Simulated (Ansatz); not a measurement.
# YRe2 (P-3m1) in Ansatz: convergence with smearing width

Aim: find how far smearing width must go before the results for YRe2 settle, at PBEsol. This setting moves, with any that are tied to it; all else stays.

Everything below comes from runs of Ansatz 0.2.0. Logs are shortened: lines on timing, memory, paths and dates and some standing lists are left out, and cuts for length are marked.

**1. Starting point**

Symmetry: P-3m1, No. 164, trigonal system. The conventional cell has a = 3.838 Å, b = 3.838 Å, c = 5.055 Å, α = 90.00°, β = 90.00°, γ = 120.00°. Around Y (site symmetry -3m) lie 6 Re at 3.11 Å. Re (site symmetry 3m) is surrounded by 3 Re at 2.32 Å.

The cell was built by a generator and needn't be a form met in nature.

**2. With smearing width 0.3 eV**

input.yaml

```yaml
crystal:
  lattice:
    - [3.83840624, 0.0, 0.0]
    - [-1.91920312, 3.32415731, 0.0]
    - [0.0, 0.0, 5.05527929]
  atoms:
    - { symbol: "Y", position: [0.0, 0.0, 0.0] }
    - { symbol: Re, position: [0.33333333, 0.66666667, 0.43200001] }
    - { symbol: Re, position: [0.66666667, 0.33333333, 0.56799999] }
hamiltonian:
  xc: pbesol
  pseudopotentials: { kind: nc, accuracy: standard }
kpoints:
  mp_grid: { grid: [7, 7, 5] }
scf:
  occupations: { method: fermi_dirac, width: 0.3 }
output:
  forces: true
  stress: true
  eigenvalues: true
```

Potentials or basis: PseudoDojo standard (PBEsol files).

Run with:

```sh
ansatz run input.yaml --threads 2 --pin off --max-ram 5632MiB --backend cpu --events-out ev --progress --plain --runs-dir out
```

It took 1.8 s on 2 threads of AMD EPYC 9R45 (Zen 5), shared host; peak memory 0.48 GiB.

What came out:

```
Free energy            : -5831.1494 eV
Pressure               : 9.8 GPa
Largest force          : 0.669 eV/Å
Band gap on the k mesh : none (metal or under the smearing width)
```

**3. With smearing width 0.2 eV**

input.yaml, as its differences from that of step 2:

```diff
@@ -15,3 +15,3 @@
 scf:
-  occupations: { method: fermi_dirac, width: 0.3 }
+  occupations: { method: fermi_dirac, width: 0.2 }
 output:
```

Potentials or basis: PseudoDojo standard (PBEsol files).

Run with:

```sh
ansatz run input.yaml --threads 2 --pin off --max-ram 5632MiB --backend cpu --events-out ev --progress --plain --runs-dir out
```

Run time: 1.8 s. Hardware: 2 threads of AMD EPYC 9R45 (Zen 5), shared host; peak memory 0.48 GiB.

Results:

* Free energy: -5830.9029 eV
* Pressure: 9.3 GPa
* Largest force: 0.606 eV/Å
* Band gap on the k mesh: none (metal or under the smearing width)

**4. With smearing width 0.15 eV**

input.yaml, as its differences from that of step 3:

```diff
@@ -15,3 +15,3 @@
 scf:
-  occupations: { method: fermi_dirac, width: 0.2 }
+  occupations: { method: fermi_dirac, width: 0.15 }
 output:
```

Run with:

```sh
ansatz run input.yaml --threads 2 --pin off --max-ram 5632MiB --backend cpu --events-out ev --progress --plain --runs-dir out
```

It took 1.9 s on 2 threads of AMD EPYC 9R45 (Zen 5), shared host; peak memory 0.48 GiB.

What came out:

| Property | Result |
| --- | --- |
| Free energy | -5830.8093 eV |
| Pressure | 9.1 GPa |
| Largest force | 0.591 eV/Å |
| Band gap on the k mesh | none (metal or under the smearing width) |

**5. With smearing width 0.1 eV**

input.yaml, as its differences from that of step 4:

```diff
@@ -15,3 +15,3 @@
 scf:
-  occupations: { method: fermi_dirac, width: 0.15 }
+  occupations: { method: fermi_dirac, width: 0.1 }
 output:
```

Run with:

```sh
ansatz run input.yaml --threads 2 --pin off --max-ram 5632MiB --backend cpu --events-out ev --progress --plain --runs-dir out
```

Run time: 1.8 s. Hardware: 2 threads of AMD EPYC 9R45 (Zen 5), shared host; peak memory 0.48 GiB.

What came out:

- Free energy: -5830.7371 eV
- Pressure: 8.9 GPa
- Largest force: 0.583 eV/Å
- Band gap on the k mesh: none (metal or under the smearing width)

**6. With smearing width 0.05 eV**

input.yaml, as its differences from that of step 5:

```diff
@@ -15,3 +15,3 @@
 scf:
-  occupations: { method: fermi_dirac, width: 0.1 }
+  occupations: { method: fermi_dirac, width: 0.05 }
 output:
```

Potentials or basis: PseudoDojo standard (PBEsol files).

Run with:

```sh
ansatz run input.yaml --threads 2 --pin off --max-ram 5632MiB --backend cpu --events-out ev --progress --plain --runs-dir out
```

Run time: 1.7 s. Hardware: 2 threads of AMD EPYC 9R45 (Zen 5), shared host; peak memory 0.48 GiB.

It converged, with:

| Quantity | Value |
| --- | --- |
| Free energy | -5830.6897 eV |
| Pressure | 8.7 GPa |
| Largest force | 0.545 eV/Å |
| Band gap on the k mesh | none (metal or under the smearing width) |

**7. With smearing width 0.025 eV**

input.yaml, as its differences from that of step 6:

```diff
@@ -15,3 +15,3 @@
 scf:
-  occupations: { method: fermi_dirac, width: 0.05 }
+  occupations: { method: fermi_dirac, width: 0.025 }
 output:
```

Run with:

```sh
ansatz run input.yaml --threads 2 --pin off --max-ram 5632MiB --backend cpu --events-out ev --progress --plain --runs-dir out
```

It took 1.8 s on 2 threads of AMD EPYC 9R45 (Zen 5), shared host; peak memory 0.48 GiB.

It converged, with:

```
Free energy            : -5830.6775 eV
Pressure               : 8.7 GPa
Largest force          : 0.478 eV/Å
Band gap on the k mesh : none (metal or under the smearing width)
```

**8. With smearing width 0.01 eV**

input.yaml, as its differences from that of step 7:

```diff
@@ -15,3 +15,3 @@
 scf:
-  occupations: { method: fermi_dirac, width: 0.025 }
+  occupations: { method: fermi_dirac, width: 0.01 }
 output:
```

Run with:

```sh
ansatz run input.yaml --threads 2 --pin off --max-ram 5632MiB --backend cpu --events-out ev --progress --plain --runs-dir out
```

It took 1.7 s on 2 threads of AMD EPYC 9R45 (Zen 5), shared host; peak memory 0.47 GiB.

Results (log left out):

```yaml
Free_energy: -5830.6738 eV
Pressure: 8.6 GPa
Largest_force: 0.458 eV/Å
Band_gap_on_the_k_mesh: none (metal or under the smearing width)
```

**9. With smearing width 0.005 eV**

input.yaml, as its differences from that of step 8:

```diff
@@ -15,3 +15,3 @@
 scf:
-  occupations: { method: fermi_dirac, width: 0.01 }
+  occupations: { method: fermi_dirac, width: 0.005 }
 output:
```

Potentials or basis: PseudoDojo standard (PBEsol files).

Run with:

```sh
ansatz run input.yaml --threads 2 --pin off --max-ram 5632MiB --backend cpu --events-out ev --progress --plain --runs-dir out
```

The log of the run:

```text
Warning: RAYON_NUM_THREADS=2 ignored (pool sized by the plan → 2); use --threads N
Engine: ansatz 0.2.0, x86_64-unknown-linux-gnu
Pseudopotentials: kind: nc
Pseudopotential: Y, nc, valence charge 11, recommended cutoff 979.609905 eV (normal), Y.nc.azcp (PseudoDojo's, or run here from an input of PseudoDojo's; its table is named by hamiltonian.pseudopotentials.accuracy)
Pseudopotential: Re, nc, valence charge 15, recommended cutoff 979.609905 eV (normal), Re.nc.azcp (PseudoDojo's, or run here from an input of PseudoDojo's; its table is named by hamiltonian.pseudopotentials.accuracy)
Functional definition: PBEsol
  exchange = pbesol_x
  correlation = pbesol_c
Crystal: 3 atoms, lattice volume = 64.503 Å³
Basis set: ecut = 979.609905 eV, 4489 PW (Γ), exchange–correlation on 80×80×108 points (8 copies of the dense FFT grid, shifted against one another)
Bands: 25, of which v1, the nominal top of the filled ones, is band 21 counted from 1 (20 counted from 0)
Symmetry: 12 space group operations
Space group: P-3m1 (ITA 164), of the structure as read, at distance tolerance 4.0e-5 Å
k-points: 32 of 245
Non-local potential: Y, projectors of the file, l = 0: 2, l = 1: 2, l = 2: 2
Non-local potential: Re, projectors of the file, l = 0: 2, l = 1: 2, l = 2: 2, l = 3: 2
Initial density: superposition of atomic densities (chi_scale 0.1, normalization cell, long waves kept (reshape's long-wave potential 0.00 eV rms))
Initial wavefunctions: pseudopotential atomic-orbital guess
Functional: x = pbesol(κ = 0.804, μ = 0.12345679012345678), c = pbesol(β = 0.046)
SCF iter   1: F=—  HF=-5831.167865 eV  |F-HF|=—  |Δ(HF+E_count)|=         —  Δρ=5.76e-2  dr2=2.53e0  ethr=3.10e-3  ⟨swp⟩=7.5  Hψ=4042  notcnv=0
preconditioner: auto → Resta (q_TF=auto, 2.530 Å⁻¹)  ε∞=19.0  [insulator: Δε(μ)=0.047 eV  Ē_g=4.498 eV  σ=0.005 eV  W_gap=0.50  n_scr=22 (ndim 8)  ℏωp=19.1 eV  f_vac=0.000  D(μ)=6.76/eV (n_scr^D=96)  ε∞_Penn≈19.0]
SCF iter   2: F=—  HF=-5830.730653 eV  |F-HF|=—  |Δ(HF+E_count)|=   4.37e-1  Δρ=2.43e-2  dr2=2.05e-1  ethr=3.10e-3  ⟨swp⟩=3.5  Hψ=1705  notcnv=0  defer=11
SCF iter   3: F=—  HF=-5830.684108 eV  |F-HF|=—  |Δ(HF+E_count)|=   4.65e-2  Δρ=1.06e-2  dr2=4.48e-2  ethr=5.00e-4  ⟨swp⟩=2.8  Hψ=1378  notcnv=0  defer=11
SCF iter   4: F=—  HF=-5830.673044 eV  |F-HF|=—  |Δ(HF+E_count)|=   1.11e-2  Δρ=9.96e-4  dr2=8.08e-4  ethr=1.09e-4  ⟨swp⟩=3.1  Hψ=1449  notcnv=0  defer=11
SCF iter   5: F=—  HF=-5830.673049 eV  |F-HF|=—  |Δ(HF+E_count)|=   4.44e-6  Δρ=2.30e-4  dr2=3.66e-5  ethr=1.97e-6  ⟨swp⟩=3.0  Hψ=1761  notcnv=0  defer=11
SCF iter   6: F=—  HF=-5830.673221 eV  |F-HF|=—  |Δ(HF+E_count)|=   1.72e-4  Δρ=4.15e-5  dr2=7.31e-7  ethr=8.93e-8  ⟨swp⟩=2.7  Hψ=1369  notcnv=0  defer=11
SCF iter   7: F=-5830.673221 eV  HF=-5830.673221 eV  |F-HF|=2.36e-8  |Δ(HF+E_count)|=   4.03e-8  Δρ=9.10e-6  dr2=6.63e-8  ethr=2.44e-10  ⟨swp⟩=11.3  Hψ=5146  notcnv=0
SCF 1 converged in 7 iterations: F = -5830.673221 eV  dr2 = 6.63e-8
SCF converged after 7 iterations
Free energy (F): -5830.673221 eV
Harris-Foulkes:  -5830.673221 eV  (|F-HF|=2.36e-8)
Internal energy: -5830.672730 eV  (E = F + TS)
E sigma→0 (E₀):  -5830.672976 eV
Entropy (-TS):   -0.000491 eV (-0.164 meV/atom)
Fermi energy:    15.262068 eV
--- Per-component energies (eV) ---
  E_band       = -451.262175
  E_kinetic    = 1617.113732
  E_local      = -3887.940148  (includes V_loc(G=0)·N_el)
  E_nonlocal   = 317.988051
  E_hartree    = 1192.325267
  E_xc         = -1152.326067
  E_vxc        = -883.078095  (∫ρ·V_xc dr)
  E_ewald      = -3917.833565
  E_smearing   = -0.000491  (= −TS)
  E_closure    = 0.000000  (closes the sum)
  Σ components = -5830.673221   (vs F -5830.673221, Δ=0.00e0)
--- Forces (eV/Å), atoms counted from 1 ---
  atom   1  Y     -0.00000000     0.00000000     0.00000000
  atom   2  Re    -0.00000000     0.00000000    -0.45562562
  atom   3  Re    -0.00000000    -0.00000000     0.45562562
  max |Σ_I F_I| component: 1.11e-16 eV/Å
--- Stress (GPa, compression-positive) ---
       16.201470      -0.000000       0.000000
        0.000000      16.201470       0.000000
        0.000000      -0.000000      -6.582386
  P = ⅓ Tr σ = 8.6069 GPa (86.069 kbar)
--- Band table (eV; the first three rows and the last of 32) ---
  k-point 0: bands = ["-64.4182", "-63.9730", "-27.0273", "-27.0273", "-26.8136", "-26.0803", "-25.9632", "-25.3820", "-25.3820", "-6.8765", "-6.7085", "-6.7085", "8.0628", "11.7335", "11.7335", "12.0313", "12.5096", "12.5096", "13.8462", "16.3450", "16.3450", "16.4529", "16.4529", "17.0022", "17.8898"]
  k-point 1: bands = ["-64.4182", "-63.9730", "-27.0273", "-27.0273", "-26.8178", "-26.0729", "-25.9659", "-25.3820", "-25.3820", "-6.8868", "-6.7091", "-6.7091", "8.3238", "11.6679", "11.6679", "12.0679", "12.5937", "12.5937", "13.7917", "15.7007", "15.7007", "15.7918", "17.2130", "17.2130", "18.1770"]
  k-point 2: bands = ["-64.4182", "-63.9730", "-27.0272", "-27.0272", "-26.8245", "-26.0601", "-25.9712", "-25.3819", "-25.3819", "-6.9034", "-6.7099", "-6.7099", "8.8614", "11.5704", "11.5704", "11.9416", "12.7458", "12.7458", "13.8344", "14.5321", "15.2198", "15.2198", "18.0852", "18.0852", "18.1903"]
  k-point 31: bands = ["-64.2391", "-64.1568", "-27.2642", "-26.7941", "-26.7025", "-26.4834", "-25.7131", "-25.5469", "-25.1231", "-6.8957", "-6.8538", "-6.8373", "10.3563", "11.7797", "11.7883", "12.1188", "12.4798", "12.8987", "14.4438", "14.6037", "15.3437", "16.1390", "16.9507", "17.8231", "18.2564"]
```

Run time: 1.7 s. Hardware: 2 threads of AMD EPYC 9R45 (Zen 5), shared host; peak memory 0.48 GiB.

Results:

```
Free energy            : -5830.6732 eV
Pressure               : 8.6 GPa
Largest force          : 0.456 eV/Å
Band gap on the k mesh : none (metal or under the smearing width)
```

**10. Summary**

```tsv
smearing width	energy less the tightest run, at zero smearing (meV/atom)	pressure (GPa)	largest force (eV/Å)	SCF cycles	CPU time (s)	peak memory (GiB)
0.3 eV	-16.54	9.78	0.669	8	3.5	0.48
0.2 eV	-7.47	9.28	0.606	8	3.5	0.48
0.15 eV	-3.84	9.08	0.591	8	3.7	0.48
0.1 eV	-1.10	8.90	0.583	8	3.4	0.48
0.05 eV	-0.13	8.73	0.545	8	3.3	0.48
0.025 eV	-0.13	8.65	0.478	8	3.4	0.48
0.01 eV	-0.03	8.62	0.458	8	3.3	0.47
0.005 eV	0.00	8.61	0.456	7	3.2	0.48
```

Against the tightest run, the energy stays within 1 meV/atom from 0.05 eV on; the pressure stays within 0.1 GPa from 0.025 eV on; the largest force stays within 0.005 eV/Å from 0.01 eV on. Narrower smearing needs a denser k mesh, so at a fixed mesh the narrowest width isn't the most accurate. The tightest run that finished is the yardstick and may itself not be fully converged.
